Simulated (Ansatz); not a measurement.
# CH₁₀N₂Si₂: up Jacob's ladder to CCSD(T)

One table from this session's results is given with a row withheld; the runs are named, their logs left out.

Computed with Ansatz 0.2.0, Gaussian basis. Level: functionals in def2-TZVPP, the program's frozen cores in correlated methods.

The runs, in order: PBE-D4, r2SCAN-D4, PBE0-D4, B3LYP-D4, ωB97X-V, ωB97M-V, B2PLYP; CCSD(T)/def2-TZVPP; MP2/def2-QZVPP; extrapolation to the limit.

### The relaxed structure

The geometry comes from an earlier relaxation with PBE0-D4 in a triple-zeta def2 set; it is a stationary point, not always the lowest conformer.

SMILES `CN[SiH](N)[SiH3]`, 15 atoms, charge 0, spin multiplicity 1.

Atoms are counted from 1 here; the program's logs count them from 0.

Bond lengths: C1–N2 1.445 Å, C1–H6 1.095 Å, C1–H7 1.093 Å, C1–H8 1.098 Å, N2–Si3 1.715 Å, N2–H9 1.008 Å, Si3–N4 1.714 Å, Si3–Si5 2.356 Å, Si3–H10 1.497 Å, N4–H11 1.008 Å, N4–H12 1.006 Å, Si5–H13 1.491 Å, Si5–H14 1.493 Å, Si5–H15 1.491 Å. Angles: N2–C1–H6 111.1°, N2–C1–H7 109.3°, N2–C1–H8 113.6°, H6–C1–H7 107.3°, H6–C1–H8 107.9°, H7–C1–H8 107.4°, C1–N2–Si3 124.9°, C1–N2–H9 113.9°, Si3–N2–H9 117.3°, N2–Si3–N4 107.6°, N2–Si3–Si5 116.1°, N2–Si3–H10 103.1°, N4–Si3–Si5 105.6°, N4–Si3–H10 116.9°, Si5–Si3–H10 107.9°, Si3–N4–H11 120.9°, Si3–N4–H12 121.1°, H11–N4–H12 111.9° and more.

Set-up of the first run:

in.yaml reads:

```yaml
crystal:
  periodic: [false, false, false]
  atoms:
    - {symbol: C, position_ang: [-2.201718, -0.822779, -0.251160]}
    - {symbol: N, position_ang: [-0.787886, -0.891649, -0.542778]}
    - {symbol: Si, position_ang: [0.450821, -0.232333, 0.443622]}
    - {symbol: N, position_ang: [1.882038, -1.127543, 0.144467]}
    - {symbol: Si, position_ang: [1.014152, 2.018262, 0.035735]}
    - {symbol: H, position_ang: [-2.720435, -1.719898, -0.603454]}
    - {symbol: H, position_ang: [-2.345647, -0.768338, 0.830508]}
    - {symbol: H, position_ang: [-2.699952, 0.050044, -0.692149]}
    - {symbol: H, position_ang: [-0.578941, -1.025049, -1.520269]}
    - {symbol: H, position_ang: [-0.128161, -0.319876, 1.821371]}
    - {symbol: H, position_ang: [1.910721, -2.123051, 0.298572]}
    - {symbol: H, position_ang: [2.789586, -0.706077, 0.249207]}
    - {symbol: H, position_ang: [-0.134932, 2.903746, 0.378207]}
    - {symbol: H, position_ang: [2.186626, 2.473482, 0.839612]}
    - {symbol: H, position_ang: [1.341927, 2.240361, -1.402091]}
basis:
  gaussian: {orbitals: def2-TZVPP}
hamiltonian: {xc: pbe, dispersion: d4}
output: {forces: true, orbitals: {seedname: orbitals}}
```

Launch:

```console
$ ansatz run in.yaml --threads 2 --pin off --events-out ev --progress --plain --max-ram 32768MiB --backend cuda --devices 0, --max-vram 18GiB
```

Among the steps run: PBE-D4 (GGA); r2SCAN-D4 (meta-GGA); PBE0-D4 (hybrid); B3LYP-D4 (hybrid); ωB97X-V (range-separated); ωB97M-V (range-separated); B2PLYP (double hybrid); CCSD(T) in def2-TZVPP; MP2 in def2-QZVPP.

One of the session's tables, all rows but one given; the rest of the session is left out.

| method | atomisation energy (kJ/mol) |
| --- | --- |
| PBE-D4 | 5106.2 |
| r2SCAN-D4 | 5046.2 |
| PBE0-D4 | 5043.6 |
| B3LYP-D4 | 5087.3 |
| ωB97X-V | ? |
| ωB97M-V | 5083.1 |
| B2PLYP | 5007.6 |
| HF/def2-TZVPP | 3645.9 |
| MP2/def2-TZVPP | 4930.8 |
| CCSD/def2-TZVPP | 4862.6 |
| CCSD(T)/def2-TZVPP | 4922.6 |
| MP2/CBS | 5079.2 |
| CCSD(T)/CBS | 5071.0 |

Q: Estimate the row for ωB97X-V from the others.

**Answer.** atomisation energy (kJ/mol): 5102.9. In the column «atomisation energy (kJ/mol)» it lies between B3LYP-D4 (5087.3) and PBE-D4 (5106.2).
